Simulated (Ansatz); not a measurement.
**CBr₂ClF: how energies converge with the basis set**

One table from this session's results is given with a row withheld; the runs are named, their logs left out.

The runs use Ansatz 0.2.0, Gaussian basis; one geometry, several basis sets.

Levels to be run: PBE0-D4/def2-SVP; ωB97M-V/def2-SVP; PBE0-D4/def2-QZVPP; ωB97M-V/def2-QZVPP; the functionals' def2-TZVPP values are taken from earlier runs.

## Structure used throughout

All runs share one geometry, relaxed beforehand with PBE0-D4 in a triple-zeta def2 set.

SMILES `FC(Cl)(Br)Br`, 5 atoms, charge 0, spin multiplicity 1.

Atoms are counted from 1 here; the program's logs count them from 0.

Bond lengths: F1–C2 1.331 Å, C2–Cl3 1.752 Å, C2–Br4 1.936 Å, C2–Br5 1.936 Å. Angles: F1–C2–Cl3 108.9°, F1–C2–Br4 108.2°, F1–C2–Br5 108.2°, Cl3–C2–Br4 110.5°, Cl3–C2–Br5 110.5°, Br4–C2–Br5 110.3°.

Geometry (Å):

```xyz
5
charge 0, multiplicity 1
F     1.21941   -0.70860    0.26660
C     0.07466   -0.06750    0.04172
Cl   -0.94344   -0.21210    1.46059
Br   -0.78192   -0.87700   -1.49454
Br    0.48119    1.79150   -0.31587
```

Set-up of the first run:

in.yaml reads:

```yaml
crystal:
  periodic: [false, false, false]
  atoms:
    - {symbol: F, position_ang: [1.219406, -0.708596, 0.266597]}
    - {symbol: C, position_ang: [0.074657, -0.067503, 0.041722]}
    - {symbol: Cl, position_ang: [-0.943439, -0.212100, 1.460591]}
    - {symbol: Br, position_ang: [-0.781916, -0.877004, -1.494544]}
    - {symbol: Br, position_ang: [0.481193, 1.791502, -0.315866]}
basis:
  gaussian: {orbitals: def2-SVP}
hamiltonian: {xc: pbe0, dispersion: d4}
output: {orbitals: {seedname: orbitals}}
```

Steps of the session up to this table: PBE0-D4 in def2-SVP; ωB97M-V in def2-SVP; PBE0-D4 in def2-QZVPP; ωB97M-V in def2-QZVPP.

One of the session's tables, all rows but one given; the rest of the session is left out.

It belongs to the step «Functionals by basis». 

| functional | basis | HOMO (eV) | LUMO (eV) |
| --- | --- | --- | --- |
| PBE0-D4 | def2-SVP | ? | ? |
| PBE0-D4 | def2-TZVPP | -8.45 | -1.96 |
| PBE0-D4 | def2-QZVPP | -8.47 | -2.04 |
| ωB97M-V | def2-SVP | -10.53 | 0.55 |
| ωB97M-V | def2-TZVPP | -10.67 | 0.20 |
| ωB97M-V | def2-QZVPP | -10.69 | 0.06 |

**Question.** Estimate the row for PBE0-D4, def2-SVP.

The run gave: HOMO (eV): -8.34; LUMO (eV): -1.71. In the column «HOMO (eV)» it is the highest.
